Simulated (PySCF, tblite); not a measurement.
# C6H4N radical: geometry, infrared bands and EPR parameters

Wanted: the infrared bands and EPR parameters of C6H4N radical (`N#CC#C[C]1CC1`), by calculation.

Programs: tblite 0.8.0 and PySCF 2.14.0, with density-fitted response routines of our own. Each step states its level of theory. These are calculated values for one molecule in the gas phase, unless marked as measured. Atoms are numbered from 0 throughout.

## 1. The molecule as given

11 atoms, charge 0, multiplicity 2; geometry from: force field or distance geometry start.

Bonds of the start (Å): N0–C1 1.18, C1–C2 1.52, C2–C3 1.21, C3–C4 1.41, C4–C5 1.45, C5–C6 1.50, C6–C4 1.44, C5–H7 1.07, C5–H8 1.09, C6–H9 1.08, C6–H10 1.09.

## 2. Geometry optimisation with GFN2-xTB

Job settings and geometry (Å):

```
{"job": {"kind": "relax", "xc": "GFN2-xTB", "basis": "xTB"}, "charge": 0, "multiplicity": 2}
N      4.602800    -0.122200     0.306200
C      3.445300    -0.083400     0.106900
C      1.939300    -0.049800    -0.129200
C      0.744700    -0.006100    -0.334200
C     -0.649500     0.023000    -0.554900
C     -1.540800     0.787300     0.288600
C     -1.573500    -0.708500     0.270100
H     -2.311200     1.339400    -0.215500
H     -1.096100     1.284000     1.148900
H     -2.386500    -1.206900    -0.244700
H     -1.169000    -1.254000     1.116700
```

Command:

```bash
OMP_NUM_THREADS=1 python probes_run.py task.json out
```

The driver reads the jobs from task.json and runs them one after another.

Log:

```text
step      E/eV     max force
  0    -478.16079    5.341
  1    -478.43741    6.569
  2    -478.79462    2.941
  3    -478.75671    6.506
  4    -478.97546    1.293
  5    -478.99692    0.572
  6    -479.01335    0.435
  7    -479.02680    0.380
  8    -479.04518    0.432
  9    -479.08516    0.622
 10    -479.13130    0.674
 11    -479.15330    0.486
 12    -479.16770    0.260
 13    -479.17619    0.278
 14    -479.18494    0.274
 15    -479.19426    0.289
 16    -479.20258    0.217
 17    -479.20868    0.220
 18    -479.21452    0.224
 19    -479.22195    0.238
 20    -479.23096    0.303
 21    -479.23822    0.224
 22    -479.24292    0.283
 23    -479.24715    0.292
 24    -479.25668    0.370
 25    -479.26601    0.480
 26    -479.27380    0.368
 27    -479.28025    0.227
 28    -479.28586    0.299
 29    -479.29426    0.480
 30    -479.30366    0.762
 31    -479.30508    1.384
 32    -479.31647    0.288
 33    -479.31852    0.271
 34    -479.32154    0.181
 35    -479.32431    0.232
 36    -479.32728    0.468
 37    -479.32960    0.192
 38    -479.33113    0.158
 39    -479.33198    0.141
 40    -479.33263    0.143
 41    -479.33326    0.113
 42    -479.33360    0.053
 43    -479.33372    0.030
 44    -479.33376    0.016
 45    -479.33378    0.010
 46    -479.33378    0.005
```

It took 0.15 s on 1 thread of Arm Neoverse V2, shared host.

The steps of the relaxation: (not every step is listed) (the energy doesn't fall at every step)

```
step  energy from step 0 (eV)  largest force (eV/Å)
   0                   0.0000                5.3411
   1                  -0.2766                6.5690
   2                  -0.6338                2.9413
   3                  -0.5959                6.5061
   4                  -0.8147                1.2934
   5                  -0.8361                0.5724
   6                  -0.8526                0.4352
   7                  -0.8660                0.3798
   8                  -0.8844                0.4318
  11                  -0.9925                0.4859
  14                  -1.0241                0.2738
  17                  -1.0479                0.2200
  20                  -1.0702                0.3031
  23                  -1.0864                0.2921
  26                  -1.1130                0.3677
  29                  -1.1335                0.4799
  32                  -1.1557                0.2877
  35                  -1.1635                0.2323
  38                  -1.1703                0.1577
  41                  -1.1725                0.1125
  42                  -1.1728                0.0526
  43                  -1.1729                0.0298
  44                  -1.1730                0.0163
  45                  -1.1730                0.0102
  46                  -1.1730                0.0050
```

Distances of close pairs at the start and the end, largest changes first:

```
 bond  before (Å)  after (Å)  change (Å)
C1–C2       1.525      1.336      -0.188
C3–C4       1.412      1.312      -0.100
C2–C3       1.213      1.242      +0.029
C4–C6       1.439      1.466      +0.028
C4–C5       1.446      1.466      +0.021
N0–C1       1.175      1.160      -0.016
C5–C6       1.496      1.509      +0.013
C5–H7       1.074      1.082      +0.009
```

The final coordinates are the input of the step that follows.

## 3. Infrared spectrum with GFN2-xTB

Job settings and geometry (Å):

```
{"job": {"kind": "ir", "xc": "GFN2-xTB", "basis": "xTB"}, "charge": 0, "multiplicity": 2}
N      4.652003    -0.115126    -0.278911
C      3.498011    -0.086317    -0.169228
C      2.167916    -0.053600    -0.042843
C      0.931453    -0.022077     0.073659
C     -0.374393     0.009357     0.197625
C     -1.606484     0.794627     0.322672
C     -1.645891    -0.713659     0.302672
H     -1.953077     1.340366    -0.545552
H     -1.788424     1.311315     1.256193
H     -2.020098    -1.217273    -0.579418
H     -1.855591    -1.244942     1.222096
```

Log:

```text
mode    cm-1     km/mol
  1      82.2      1.79
  2      87.2      2.21
  3     182.6      3.36
  4     185.8      2.63
  5     304.9      0.14
  6     428.0     10.72
  7     434.9      2.21
  8     492.0      8.64
  9     535.6      0.03
 10     761.1      2.03
 11     835.9      0.00
 12     960.6      2.90
 13     987.2     16.27
 14     996.8      0.23
 15    1055.1      1.78
 16    1055.9      6.87
 17    1114.6      0.01
 18    1195.0      5.11
 19    1410.9      2.10
 20    1433.7      1.36
 21    1676.7      0.02
 22    2087.1    104.34
 23    2239.3    239.90
 24    3044.4      0.03
 25    3049.6     15.23
 26    3056.4     21.81
 27    3061.1     28.53
```

It took 0.16 s on 1 thread of Arm Neoverse V2, shared host.

Which atoms move in the most intense modes:

```
cm⁻¹  km/mol                                atoms
 428    10.7            C1 65 %, C2 21 %, N0 13 %
 492     8.6            C1 49 %, C3 15 %, C2 13 %
 987    16.3            C4 42 %, C6 22 %, C5 22 %
2087   104.3                     C3 51 %, C2 44 %
2239   239.9                     C1 61 %, N0 36 %
3050    15.2  H9 27 %, H7 25 %, H8 23 %, H10 21 %
3056    21.8  H10 27 %, H8 25 %, H7 23 %, H9 21 %
3061    28.5  H8 26 %, H10 23 %, H9 21 %, H7 20 %
```

## 4. EPR parameters: B3LYP/pcH-1

Same as in step 3 but for these lines:

```diff
@@ -1,2 +1,2 @@
-{"job": {"kind": "ir", "xc": "GFN2-xTB", "basis": "xTB"}, "charge": 0, "multiplicity": 2}
+{"job": {"kind": "epr", "basis": "pcH-1"}, "charge": 0, "multiplicity": 2}
 N      4.652003    -0.115126    -0.278911
```

Level: UKS B3LYP, pcH-1 on C H N, non-relativistic, mean-field spin-orbit, GIAO.

Log:

```text
UKS, coarse grid
  cycle   1  E = -285.60211841  |g| = 3.02e-01
  cycle   2  E = -285.44416730  |g| = 6.50e-01
  cycle   3  E = -285.64460511  |g| = 1.18e-01
  cycle   4  E = -285.65131230  |g| = 4.10e-02
  cycle   5  E = -285.65208463  |g| = 2.56e-02
  cycle   6  E = -285.65245990  |g| = 9.67e-03
  cycle   7  E = -285.65253971  |g| = 4.76e-03
  cycle   8  E = -285.65257494  |g| = 2.21e-03
  cycle   9  E = -285.65258266  |g| = 1.39e-03
  cycle  10  E = -285.65258525  |g| = 5.37e-04
UKS, final grid
  cycle   1  E = -285.65258223  |g| = 5.67e-04
  cycle   2  E = -285.65258212  |g| = 1.03e-03
  cycle   3  E = -285.65258266  |g| = 2.87e-04
  cycle   4  E = -285.65258273  |g| = 1.78e-04
  cycle   5  E = -285.65258284  |g| = 9.99e-05
  cycle   6  E = -285.65258284  |g| = 3.41e-05
  cycle   7  E = -285.65258284  |g| = 2.18e-05
E = -285.65258284 Eh   <S^2> = 0.7786 (exact 0.7500)
g shifts (ppm)      1          2          3
  rmc          -163       -163       -163
  gc             -6         23         36
  oz_so          83       1250       1472
  total         -86       1110       1344
hyperfine (MHz)  atom isotope    a_iso     a_fc   dipolar eigenvalues
    0   14N       6.74       6.74    -13.66     -8.29     21.95
    1   13C     -45.37     -45.37    -14.69     -1.49     16.18
    2   13C      47.98      47.98    -45.69    -32.14     77.83
    3   13C     -65.53     -65.53    -21.55     -2.10     23.65
    4   13C      60.41      60.41    -53.08    -48.56    101.64
    5   13C     -19.71     -19.71     -3.21      0.90      2.31
    6   13C     -19.72     -19.72     -3.21      0.90      2.31
    7    1H      53.55      53.55     -2.54     -2.41      4.96
    8    1H      53.70      53.70     -2.54     -2.43      4.97
    9    1H      53.54      53.54     -2.54     -2.41      4.95
   10    1H      53.67      53.67     -2.54     -2.43      4.97
```

Wall time 28 s (1 thread of Arm Neoverse V2, shared host); peak memory 0.72 GiB.

Principal g values 2.00223, 2.00343, 2.00366; g(iso) = 2.00311, against 2.00232 for a free electron.

Mean a(iso) over the nuclei that a row names, and the largest dipolar term of the row (other rows stand at the frozen geometry):

```
         nuclei  isotope  a(iso) (MHz)  a(iso) (G, at g = 2.0023)  largest dipolar term (MHz)
             C3      13C         -65.5                      -23.4                        23.7
             C4      13C          60.4                       21.6                       101.6
H7, H8, H9, H10       1H          53.6                       19.1                         5.0
             C2      13C          48.0                       17.1                        77.8
             C1      13C         -45.4                      -16.2                        16.2
         C5, C6      13C         -19.7                       -7.0                        -3.2
             N0      14N           6.7                        2.4                        21.9
```

Mulliken spin populations:

```
atom  value (e)
  N0       0.28
  C1      -0.15
  C2       0.53
  C3      -0.25
  C4       0.60
  C5      -0.05
  C6      -0.05
  H7       0.02
  H8       0.02
  H9       0.02
 H10       0.02
```

In first order the couplings over 0.8 MHz of 1H, 14N give 15 distinct lines over 81.4 G, if the averaged nuclei exchange fast.

Orbitals, density, ELF and potential are computed afterwards from the orbital file.

ELF in a plane through or near 7 of the atoms.

Values, 10 rows by 14 columns:
```
0.00 0.00 0.00 0.00 0.00 0.00 0.00 0.00 0.00 0.00 0.00 0.00 0.00 0.00
0.00 0.00 0.00 0.00 0.00 0.00 0.00 0.00 0.01 0.01 0.00 0.00 0.00 0.00
0.00 0.00 0.01 0.02 0.01 0.06 0.01 0.02 0.11 0.07 0.00 0.00 0.00 0.00
0.00 0.03 0.45 0.33 0.12 0.54 0.27 0.30 0.58 0.50 0.02 0.00 0.00 0.00
0.00 0.40 0.88 0.80 0.73 0.80 0.60 0.71 0.28 0.56 0.04 0.00 0.00 0.00
0.00 0.56 0.83 0.84 0.89 0.42 0.18 0.26 0.60 0.68 0.06 0.00 0.00 0.00
0.00 0.22 0.77 0.64 0.46 0.75 0.54 0.63 0.30 0.55 0.03 0.00 0.00 0.00
0.00 0.00 0.11 0.12 0.03 0.25 0.06 0.09 0.38 0.25 0.01 0.00 0.00 0.00
0.00 0.00 0.00 0.00 0.00 0.00 0.00 0.00 0.03 0.02 0.00 0.00 0.00 0.00
0.00 0.00 0.00 0.00 0.00 0.00 0.00 0.00 0.00 0.00 0.00 0.00 0.00 0.00
```
The map spans 14.5 Å across and 7.8 Å up, centred on the molecule. Atoms in the plane (x, y in Å): N0 (-4.7, 0.0), C1 (-3.5, 0.0), C2 (-2.2, 0.0), C3 (-0.9, 0.0), C4 (0.4, 0.0), C5 (1.6, -0.8), C6 (1.6, 0.8).

log10 of the density (e/Å³) in the same plane.

Values, 10 rows by 14 columns:
```
-4.0 -4.0 -4.0 -4.0 -4.0 -4.0 -4.0 -4.0 -4.0 -4.0 -4.0 -4.0 -4.0 -4.0
-4.0 -4.0 -4.0 -4.0 -4.0 -3.9 -4.0 -3.3 -2.7 -2.8 -3.7 -4.0 -4.0 -4.0
-4.0 -4.0 -3.0 -2.7 -2.7 -2.5 -2.6 -2.2 -1.5 -1.7 -2.9 -4.0 -4.0 -4.0
-4.0 -2.6 -1.4 -1.3 -1.4 -1.2 -1.3 -1.1 -0.2 -0.6 -2.2 -4.0 -4.0 -4.0
-4.0 -1.8 -0.2 -0.1 -0.2 -0.1 -0.1 -0.1  0.5 -0.4 -2.1 -3.9 -4.0 -4.0
-3.9 -1.6  0.4  0.4  0.2  0.4  0.6  0.7  0.2 -0.5 -2.0 -3.9 -4.0 -4.0
-4.0 -2.1 -0.7 -0.5 -0.7 -0.5 -0.6 -0.5  0.3 -0.4 -2.1 -3.9 -4.0 -4.0
-4.0 -3.4 -2.1 -2.0 -2.1 -1.8 -1.9 -1.7 -0.8 -1.1 -2.5 -4.0 -4.0 -4.0
-4.0 -4.0 -4.0 -3.6 -3.5 -3.2 -3.3 -2.8 -2.2 -2.4 -3.4 -4.0 -4.0 -4.0
-4.0 -4.0 -4.0 -4.0 -4.0 -4.0 -4.0 -4.0 -3.4 -3.5 -4.0 -4.0 -4.0 -4.0
```
The map spans 14.5 Å across and 7.8 Å up, centred on the molecule. Atoms in the plane (x, y in Å): N0 (-4.7, 0.0), C1 (-3.5, 0.0), C2 (-2.2, 0.0), C3 (-0.9, 0.0), C4 (0.4, 0.0), C5 (1.6, -0.8), C6 (1.6, 0.8).

On the surface of density 0.002 e/bohr³ the electrostatic potential runs, from the 1st to the 99th percentile, from -1.76 V near N0 to 1.34 V near H10.

The spin density lies nearest to C2, C4 about 29 % each; N0 17 %; C3 10 % (beta excess); C1 6 % (beta excess).

## 5. Summary of results

| quantity | value |
| --- | --- |
| strongest single infrared mode (GFN2-xTB) | 2239 cm⁻¹, 240 km/mol |
| zero-point energy (GFN2-xTB) | 46.8 kcal/mol |
| g(iso) (B3LYP) | 2.00311 |
| ⟨S²⟩ | 0.779 (exact 0.75) |
| largest a(iso) (averaged by class) | 13C on C3, -65.5 MHz |
| surface potential, 1st and 99th percentile | -1.76 V and 1.34 V |

**Reading.** Over 46 steps the energy fell by 1.173 eV; of the close pairs, C1–C2 changed most, 1.525 to 1.336 Å. No mode is imaginary among the 27: a minimum at this level. The strongest single mode, at 2239 cm⁻¹, moves mainly C1 and N0. GFN2-xTB is a fitted tight-binding method: band positions and strengths are rough. Its intensities can rank the bands wrongly. The largest spin populations lie on C4 (0.60 e), C2 (0.53 e). The isotropic g lies 0.8 ppt above the free-electron value.
